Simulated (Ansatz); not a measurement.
From input file to script: CH4BBrS, SMILES SCBBr in Ansatz 0.2.0.

```yaml
crystal:
  periodic: [false, false, false]
  atoms:
    - { symbol: S, position_ang: [0.9156, 1.4293, -0.619] }
    - { symbol: C, position_ang: [-0.3146, 0.511, 0.3651] }
    - { symbol: B, position_ang: [-0.1087, -1.0408, 0.1329] }
    - { symbol: Br, position_ang: [1.7117, -1.8916, 0.7192] }
    - { symbol: H, position_ang: [0.2823, 1.0759, -1.8678] }
    - { symbol: H, position_ang: [-1.347, 0.7955, 0.0681] }
    - { symbol: H, position_ang: [-0.141, 0.7594, 1.4428] }
    - { symbol: H, position_ang: [-0.9062, -1.6957, -0.2972] }
basis:
  gaussian: { orbitals: cc-pVDZ }
hamiltonian:
  xc: lc_wpbe
output:
  forces: true
```

On the command line:
```console
$ ansatz run input.yaml --threads 1 --pin off --max-ram 4096MiB --backend cpu --events-out ev --progress --plain --runs-dir out
Engine: ansatz 0.2.0, aarch64-unknown-linux-gnu
Functional definition: LC-wPBE
  parameter omega = 0.4/bohr
  exchange = pbe_x_sr(omega) + exact_x_lr(omega)
  correlation = pbe_c
1177 factors; their error is unknown
360 factors; integrals over basis functions are off by at most 2.3e-5 eV
mean field evaluation 1: about -82644.3245 eV, gradient 2.1e1 eV
mean field evaluation 2: about -82645.2614 eV, gradient 1.2e1 eV
mean field evaluation 4: about -82645.6188 eV, gradient 6.1e-1 eV
mean field evaluation 8: about -82645.5739 eV, gradient 1.4e-1 eV
mean field evaluation 16: about -82645.5740 eV, gradient 7.9e-5 eV
mean field -82645.57395558 eV, -3037.1688236857 hartree, gradient 7.9e-5 eV, S^2 0.000000; 0 other end points of the search recorded, 0 dependent functions left out
the calculation of the forces begins
reference -82645.57395559 eV, -3037.1688236859 hartree; 33, 33 occupied and 60, 60 virtual orbitals, 1177 factors
Total energy: -82645.57395559 eV, -3037.1688236859 hartree
Atom 0 at     0.915600     1.429300    -0.619000 Å, force    -1.263577    -0.623634    -1.846224 eV/Å
Atom 1 at    -0.314600     0.511000     0.365100 Å, force    -0.069442    -0.642578     0.393670 eV/Å
Atom 2 at    -0.108700    -1.040800     0.132900 Å, force     3.726297     1.389372     1.906350 eV/Å
Atom 3 at     1.711700    -1.891600     0.719200 Å, force    -2.324217     0.933482    -0.735660 eV/Å
Atom 4 at     0.282300     1.075900    -1.867800 Å, force     1.108707     0.636349     1.681684 eV/Å
Atom 5 at    -1.347000     0.795500     0.068100 Å, force     0.445472     0.127034     0.300880 eV/Å
Atom 6 at    -0.141000     0.759400     1.442800 Å, force    -0.107729    -0.031199    -0.646897 eV/Å
Atom 7 at    -0.906200    -1.695700    -0.297200 Å, force    -1.515513    -1.788826    -1.053802 eV/Å
Dipole moment:    -0.531137     0.126248    -0.112597 e Å
```

The script, `energy_ch4bbrs.py`:
```python
"""Single point of CH4BBrS."""

import ansatz as az
import numpy as np

GEOMETRY = """
S     0.91560    1.42930   -0.61900
C    -0.31460    0.51100    0.36510
B    -0.10870   -1.04080    0.13290
Br    1.71170   -1.89160    0.71920
H     0.28230    1.07590   -1.86780
H    -1.34700    0.79550    0.06810
H    -0.14100    0.75940    1.44280
H    -0.90620   -1.69570   -0.29720
"""


def main() -> None:
    ch4bbrs = az.Crystal.molecule()
    for line in GEOMETRY.strip().splitlines():
        symbol, *xyz = line.split()
        ch4bbrs = ch4bbrs.atom(symbol, [float(v) for v in xyz])

    base = (
        ch4bbrs.calculation()
        .basis(gaussian="cc-pVDZ")
        .functional("lc_wpbe")
        .forces()
    )
    result = base.run()
    rep = result.report

    print(f"E = {rep['free_energy_ev']:.6f} eV = {rep['free_energy_ev'] / 27.211386246:.7f} Ha")
    print("converged:", rep["converged"], " doubts:", rep["published_state_doubts"] or "none")

    field = rep["mean_field"]
    print("<S^2> =", round(abs(field["state"]["spin_squared"]), 4), " all-electron relativity setting:", field["relativity"])
    print("passes:", field["passes"])
    if "symmetry" in field:
        print("occupied orbitals by irrep:", field["symmetry"]["occupied"])

    symbols = [site.symbol for site in ch4bbrs.cartesian_sites]
    forces = np.array(rep["forces_ev_ang"])
    print("largest force", round(float(np.linalg.norm(forces, axis=1).max()), 4), "eV/A, rms", round(float(np.sqrt((forces ** 2).mean())), 4))

    charges = rep["charge_distribution"]
    print("dipole moment", round(4.803205 * float(np.linalg.norm(charges["dipole_moment_e_ang"])), 3), "D")
    print("Mulliken:", [(s, round(q, 3)) for s, q in zip(symbols, charges["mulliken_charges_e"])])


if __name__ == "__main__":
    main()
```

```console
$ python energy_ch4bbrs.py
E = -82645.573956 eV = -3037.1688237 Ha
converged: True  doubts: none
<S^2> = 0.0  all-electron relativity setting: none
passes: {'evaluations': 14, 'products': 14}
occupied orbitals by irrep: [{'A': 33}, {'A': 33}]
largest force 4.4102 eV/A, rms 1.3546
dipole moment 2.677 D
Mulliken: [('S', -0.077), ('C', -0.215), ('B', 0.136), ('Br', -0.161), ('H', 0.098), ('H', 0.087), ('H', 0.114), ('H', 0.019)]
```

What to keep in mind:
- These settings explore the input space; basis and method may be short of convergence.
- The geometry is a force-field or estimated start, not a minimum of this method, and the basis set is short of its limit.
- Finished in 4.5 s on 1 thread of Arm Neoverse V2, on a shared host, peak memory 0.24 GiB.

(A comment or docstring line of the script was reworded after the run, the code is as it ran; lines on the test bed's own set-up are left out of the output.)
